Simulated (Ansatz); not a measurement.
**CH₄OZn: one species, many methods**

One table from this session's results is given with a row withheld; the runs are named, their logs left out.

The runs use Ansatz 0.2.0, Gaussian basis; functionals in def2-TZVPP, the program's frozen cores in correlated methods.

Levels to be run: LDA (SPW92), PBE-D4, revPBE-D4, BLYP-D4, r2SCAN-D4, B97M-V, PBE0-D4, B3LYP-D4, r2SCANh-D4, r2SCAN0-D4, HSE06-D4, BHLYP-D4, CAM-B3LYP-D4, LC-ωPBE, ωB97X-V, ωB97M-V, B2PLYP, PBE-QIDH; CCSD(T)/def2-SVP; CCSD(T)/def2-TZVPP; CCSD(T)/def2-QZVPP; extrapolation to the limit; RPA on PBE.

## The geometry

All runs share one geometry, relaxed beforehand with PBE0-D4 in a triple-zeta def2 set.

SMILES `C[O][ZnH]`, 7 atoms, charge 0, spin multiplicity 1.

Atoms are counted from 1 here; the program's logs count them from 0.

Bond lengths: C1–O2 1.396 Å, C1–H4 1.096 Å, C1–H5 1.099 Å, C1–H6 1.099 Å, O2–Zn3 1.770 Å, Zn3–H7 1.513 Å. Angles: O2–C1–H4 109.1°, O2–C1–H5 112.8°, O2–C1–H6 112.7°, H4–C1–H5 107.2°, H4–C1–H6 107.2°, H5–C1–H6 107.5°, C1–O2–Zn3 130.2°, O2–Zn3–H7 175.1°.

The first run:

The input, in.yaml:

```yaml
crystal:
  periodic: [false, false, false]
  atoms:
    - {symbol: C, position_ang: [-0.725292, 0.742618, -0.153837]}
    - {symbol: O, position_ang: [0.029997, -0.322852, -0.646143]}
    - {symbol: Zn, position_ang: [1.247423, -1.326771, 0.154796]}
    - {symbol: H, position_ang: [-1.371248, 1.123253, -0.953746]}
    - {symbol: H, position_ang: [-0.104124, 1.581717, 0.189727]}
    - {symbol: H, position_ang: [-1.378307, 0.450727, 0.680634]}
    - {symbol: H, position_ang: [2.301552, -2.248712, 0.728548]}
basis:
  gaussian: {orbitals: def2-TZVPP}
hamiltonian: {xc: lda}
output: {orbitals: {seedname: orbitals}}
```

Command:

```
> ansatz run in.yaml --threads 2 --pin off --events-out ev --progress --plain --max-ram 22528MiB --backend cpu
```

Among the steps run: LDA; PBE-D4 (GGA); revPBE-D4 (GGA); BLYP-D4 (GGA); r2SCAN-D4 (meta-GGA); B97M-V (meta-GGA); PBE0-D4 (hybrid); B3LYP-D4 (hybrid); r2SCANh-D4 (hybrid); r2SCAN0-D4 (hybrid); HSE06-D4 (hybrid); BHLYP-D4 (hybrid); CAM-B3LYP-D4 (range-separated); LC-ωPBE (range-separated); ωB97X-V (range-separated); ωB97M-V (range-separated); B2PLYP (double hybrid); PBE-QIDH (double hybrid).

One table of the session follows, with a row left open; its other results are not shown here.

It belongs to the step «Orbital energies across the functionals». 

| functional | HOMO (eV) | gap (eV) |
| --- | --- | --- |
| LDA (SPW92) | ? | ? |
| PBE-D4 | -5.83 | 4.67 |
| revPBE-D4 | -5.77 | 4.69 |
| BLYP-D4 | -5.76 | 4.62 |
| r2SCAN-D4 | -6.10 | 5.34 |
| B97M-V | -6.21 | 5.11 |
| PBE0-D4 | -7.29 | 6.89 |
| B3LYP-D4 | -7.08 | 6.38 |
| r2SCANh-D4 | -6.65 | 6.15 |
| r2SCAN0-D4 | -7.50 | 7.36 |
| HSE06-D4 | -6.88 | 6.12 |
| BHLYP-D4 | -8.75 | 8.92 |
| CAM-B3LYP-D4 | -8.77 | 9.10 |
| LC-ωPBE | -10.11 | 11.55 |
| ωB97X-V | -9.78 | 11.08 |
| ωB97M-V | -9.71 | 10.63 |

Estimate the missing values for LDA (SPW92).

The run gave: HOMO (eV): -5.99; gap (eV): 4.65. In the column «HOMO (eV)» it lies between r2SCAN-D4 (-6.10) and PBE-D4 (-5.83).
